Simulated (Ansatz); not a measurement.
# Cr4Te3Se (P-6m2) in Ansatz: reference runs, part 2 of 2

Ansatz 0.2.0. The steps go on from the part before.

### 3 Single point, PBE, collinear spin, ferromagnetic start (atoms moved at random, drawn with an rms of 0.05 Å)

input.yaml

```yaml
crystal:
  lattice:
    - [4.0469504262, 0.0, 0.0]
    - [-2.0234752131, 3.504761877, 0.0]
    - [0.0, 0.0, 12.58397]
  atoms:
    - { symbol: Te, position: [0.327493, 0.675193, 0.752085] }
    - { symbol: Te, position: [0.341795, 0.664631, 0.247906] }
    - { symbol: Te, position: [0.663708, 0.330927, 0.504141] }
    - { symbol: Se, position: [0.667369, 0.328406, 0.001078] }
    - { symbol: Cr, position: [0.00011, 0.00721, 0.880697], spin: 3.0 }
    - { symbol: Cr, position: [-0.004901, -0.004096, 0.375808], spin: 3.0 }
    - { symbol: Cr, position: [-0.021205, -0.0173, 0.622609], spin: 3.0 }
    - { symbol: Cr, position: [-0.005146, 0.000466, 0.115652], spin: 3.0 }
hamiltonian:
  xc: pbe
  pseudopotentials: { kind: paw }
magnetization:
  spin_polarized: true
kpoints:
  mp_grid: { grid: [8, 8, 2] }
scf:
  occupations: { method: fermi_dirac, width: 0.05 }
output:
  forces: true
  stress: true
  eigenvalues: true
```

Potentials or basis: Ansatz PAW.

On the command line:

```console
$ ansatz run input.yaml --threads 4 --pin off --max-ram 10240MiB --backend cpu --events-out ev --progress --plain --runs-dir out
```

Standard output:

```text
Warning: RAYON_NUM_THREADS=4 ignored (pool sized by the plan → 4); use --threads N
Engine: ansatz 0.2.0, aarch64-unknown-linux-gnu
Pseudopotentials: kind: paw
Pseudopotential: Te, paw, valence charge 16, recommended cutoff 420 eV (normal), Te.paw.azcp
Pseudopotential: Se, paw, valence charge 16, recommended cutoff 420 eV (normal), Se.paw.azcp
Pseudopotential: Cr, paw, valence charge 14, recommended cutoff 420 eV (normal), Cr.paw.azcp
Functional definition: PBE
  parameter kappa = 0.804
  parameter beta = 0.06672455060314922
  exchange = pbe_x(kappa = kappa, mu = beta*pi^2/3)
  correlation = pbe_c(beta = beta)
Crystal: 8 atoms, lattice volume = 178.486 Å³
Basis set: ecut = 420 eV, 3511 PW (Γ), exchange–correlation on 60×60×180 points (8 copies of the dense FFT grid, shifted against one another)
Bands: 80, of which v1, the nominal top of the filled ones, is band 60 counted from 1 (59 counted from 0)
Symmetry: 1 space group operations
Space group: P1 (ITA 1), of the structure as read, at distance tolerance 5.6e-5 Å
Magnetic group: BNS 1.1 (UNI 1), of the structure as read, at distance tolerance 5.6e-5 Å
k-points: 68 of 128 (time reversal used)
Non-local potential: Te, projectors of the file, l = 0: 2, l = 1: 2, l = 2: 2, l = 3: 2
Non-local potential: Se, projectors of the file, l = 0: 2, l = 1: 2, l = 2: 3, l = 3: 1
Non-local potential: Cr, projectors of the file, l = 0: 3, l = 1: 2, l = 2: 3, l = 3: 1
PAW form: soft (Blöchl's): semilocal exchange-correlation on the pseudo side does not see the compensation charge
PAW one-centre angular grid: Te, 590 points (default); XC on 64 Gauss nodes
PAW one-centre angular grid: Se, 590 points (default); XC on 64 Gauss nodes
PAW one-centre angular grid: Cr, 590 points (default); XC on 64 Gauss nodes
Initial density: superposition of atomic densities (chi_scale 0.1, normalization cell, long waves 93 % of neutral atoms (reshape's long-wave potential 1.93 eV rms, cloud 2.59 Å wide))
Starting moments: Σ|m| = 12 μB on 4 of 8 sites
Initial wavefunctions: pseudopotential atomic-orbital guess
[... 24 lines left out ...]
SCF converged after 17 iterations
Magnetization: 15.5568 μB (67.7784 up, 52.2216 down)
Absolute magnetization: 16.5035 μB (∫|ρ↑−ρ↓|, with the PAW one-centre terms)
Spin contamination: 0.3333 ħ² per cell (⟨S²⟩ above its minimum at these occupations)
Per-site moments (μB) at R_I (Å): [(-0.09986144963118879, 1.1572526769333937), (-0.1022831993593373, 1.1545210640982033), (-0.08083805770417604, 1.1253357179771324), (-0.0827876025370845, 1.1187410378694536), (3.654285877775373, 1.1332986312100877), (3.5845531677807307, 1.1545210640982033), (3.4848544902074567, 1.1253357179771324), (3.6244587003332125, 1.1187410378694536)]
Free energy (F): -39920.384012 eV
Harris-Foulkes:  -39920.384012 eV  (|F-HF|=1.61e-8)
Internal energy: -39920.349201 eV  (E = F + TS)
E sigma→0 (E₀):  -39920.366607 eV
Entropy (-TS):   -0.034810 eV (-4.351 meV/atom)
Fermi energy:    11.888150 eV
--- Per-component energies (eV) ---
  E_band       = -1982.584989
  E_kinetic    = 2030.301790
  E_local      = -12262.706117  (includes V_loc(G=0)·N_el)
  E_nonlocal   = -1181.369950
  E_hartree    = 6229.667781
  E_xc         = -1028.665579
  E_vxc        = -1113.667931  (∫ρ·V_xc dr)
  E_paw        = -20703.033912  (= ΣΔE_a)
  E_vpaw       = -1914.476230  (= ΣTr[D̂ρ^β])
  E_aug_tail   = 0.000352  (compensation charges beyond the density's cutoff)
  E_ewald      = -13004.543567
  E_smearing   = -0.034810  (= −TS)
  E_closure    = 0.000000  (closes the sum)
  Σ components = -39920.384012   (vs F -39920.384012, Δ=0.00e0)
--- Forces (eV/Å), atoms counted from 1 ---
  atom   1  Te     0.05506219    -0.20054893     0.06936132
  atom   2  Te    -0.23505140    -0.00813483    -0.08996259
  atom   3  Te    -0.12623849    -0.16684680    -0.33229213
  atom   4  Se    -0.08383693     0.09043758    -0.08297872
  atom   5  Cr    -0.01765358    -0.00532895    -0.01673961
  atom   6  Cr     0.13406045     0.03945884    -0.15398494
  atom   7  Cr     0.11694768     0.29819835     0.42772133
  atom   8  Cr     0.15670969    -0.04723709     0.17882827
  max |Σ_I F_I| component: 4.71e-5 eV/Å
--- Stress (GPa, compression-positive) ---
       -0.222011       0.007341       0.052964
        0.007341      -0.084581       0.027661
        0.052964       0.027661       0.099893
  P = ⅓ Tr σ = -0.0689 GPa (-0.689 kbar)
--- Band table (eV; the first three rows and the last of 136) ---
  k-point 0 ↑: bands = ["-61.1168", "-61.0815", "-61.0677", "-61.0480", "-36.3667", "-36.3666", "-36.3554", "-36.3537", "-36.3464", "-32.5212", "-32.5182", "-32.5122", "-32.4845", "-32.4827", "-32.4800", "-32.4645", "-32.4576", "-32.4550", "-32.4412", "-32.4366", "-32.4256", "-25.5610", "-25.5606", "-25.5573", "-25.5544", "-25.5414", "-25.4398", "-25.4396", "-25.4362", "-25.4348", "-25.4230", "-25.4132", "-25.4131", "-25.4105", "-25.4080", "-25.3971", "-2.0870", "-1.2083", "-0.6578", "0.0463", "5.3680", "7.4836", "7.5305", "7.8754", "7.9136", "8.3573", "8.4127", "8.7572", "8.8026", "9.0832", "9.7263", "9.7293", "9.9650", "9.9898", "10.0113", "10.0260", "10.1180", "10.1432", "10.1560", "10.5772", "10.6593", "10.6616", "10.7149", "10.7972", "11.1596", "11.5869", "12.4713", "12.5105", "12.7362", "12.7722", "13.5283", "13.5524", "13.6320", "14.4745", "15.3579", "15.7196", "16.8174", "16.8609", "17.3613", "17.3910"]
  k-point 1 ↑: bands = ["-61.1168", "-61.0815", "-61.0677", "-61.0480", "-36.3667", "-36.3666", "-36.3554", "-36.3537", "-36.3464", "-32.5212", "-32.5182", "-32.5106", "-32.4891", "-32.4827", "-32.4800", "-32.4607", "-32.4576", "-32.4550", "-32.4412", "-32.4366", "-32.4264", "-25.5610", "-25.5606", "-25.5573", "-25.5544", "-25.5414", "-25.4398", "-25.4396", "-25.4362", "-25.4348", "-25.4230", "-25.4132", "-25.4131", "-25.4105", "-25.4080", "-25.3971", "-2.0758", "-1.2936", "-0.4539", "-0.0976", "5.8700", "6.1513", "7.9748", "8.0399", "8.0936", "8.1170", "8.8553", "8.9670", "9.2513", "9.2772", "9.4581", "9.4669", "9.7922", "9.8073", "9.8655", "9.8757", "10.1496", "10.2681", "10.3192", "10.3498", "10.4062", "10.4333", "11.1000", "11.2288", "11.4639", "11.4985", "11.7495", "11.8281", "13.1626", "13.2034", "13.4308", "13.4594", "14.1098", "14.7376", "15.2433", "15.3295", "16.8599", "16.8844", "17.0429", "17.1449"]
  k-point 2 ↑: bands = ["-61.1168", "-61.0814", "-61.0677", "-61.0480", "-36.3666", "-36.3665", "-36.3554", "-36.3537", "-36.3464", "-32.5214", "-32.5186", "-32.5121", "-32.4844", "-32.4829", "-32.4805", "-32.4645", "-32.4578", "-32.4555", "-32.4413", "-32.4372", "-32.4255", "-25.5609", "-25.5602", "-25.5574", "-25.5544", "-25.5411", "-25.4395", "-25.4393", "-25.4362", "-25.4350", "-25.4227", "-25.4131", "-25.4127", "-25.4106", "-25.4080", "-25.3969", "-2.0004", "-1.0850", "-0.5450", "0.0957", "5.5553", "7.2234", "7.3633", "7.7458", "7.8955", "8.3342", "8.4161", "8.6052", "8.7168", "8.7824", "9.3441", "9.4615", "9.5756", "9.9471", "10.0260", "10.0555", "10.0721", "10.1670", "10.3328", "10.4467", "10.5649", "10.7024", "10.7712", "10.8615", "11.4950", "11.7905", "11.9542", "12.1693", "12.3669", "12.6183", "12.6814", "13.4489", "14.4934", "15.4008", "15.9214", "16.0922", "16.8103", "16.8827", "17.0249", "17.5049"]
  k-point 67 ↓: bands = ["-57.5475", "-57.4478", "-57.3329", "-57.3059", "-36.3783", "-36.3779", "-36.3646", "-36.3627", "-36.3569", "-29.0133", "-28.9974", "-28.9774", "-28.9126", "-28.8905", "-28.8773", "-28.8140", "-28.7728", "-28.7619", "-28.7593", "-28.7413", "-28.7241", "-25.5773", "-25.5746", "-25.5714", "-25.5683", "-25.5605", "-25.4598", "-25.4564", "-25.4532", "-25.4522", "-25.4438", "-25.4337", "-25.4307", "-25.4273", "-25.4264", "-25.4184", "-1.5112", "-0.0051", "0.2354", "0.2668", "5.8757", "6.0497", "6.7232", "6.8143", "8.2918", "8.3609", "8.6216", "8.8130", "8.9805", "9.0383", "9.0786", "9.1012", "11.6493", "11.8964", "12.9961", "13.2452", "13.4075", "13.5321", "13.6074", "13.7124", "13.7171", "13.8532", "13.9099", "14.0706", "14.1351", "14.2503", "14.2534", "14.3557", "14.5919", "14.6851", "14.7566", "15.0328", "15.3079", "15.3661", "16.6277", "16.6406", "17.7589", "17.9493", "18.1362", "18.4999"]
```

Run time: 1.7 min. Hardware: 4 threads of Arm Neoverse V1, shared host; peak memory 1.5 GiB.

Results:

```
Free energy            : -39920.3840 eV
Pressure               : -0.1 GPa
Largest force          : 0.534 eV/Å
Band gap on the k mesh : none (metal or under the smearing width)
Net moment             : 15.56 μB per cell
Absolute moment        : 16.50 μB per cell
Site moments           : Te -0.10, -0.08; Se -0.08; Cr +3.65, +3.58, +3.48, +3.62 μB
```

Forces in eV/Å, atoms in the order of the input:
```
Te   0.055 -0.201  0.069
Te  -0.235 -0.008 -0.090
Te  -0.126 -0.167 -0.332
Se  -0.084  0.090 -0.083
Cr  -0.018 -0.005 -0.017
Cr   0.134  0.039 -0.154
Cr   0.117  0.298  0.428
Cr   0.157 -0.047  0.179
```

Caveat: the magnetic or orbital state may not be the lowest; only a ferromagnetic start was run, and an antiferromagnetic order may lie lower in energy.
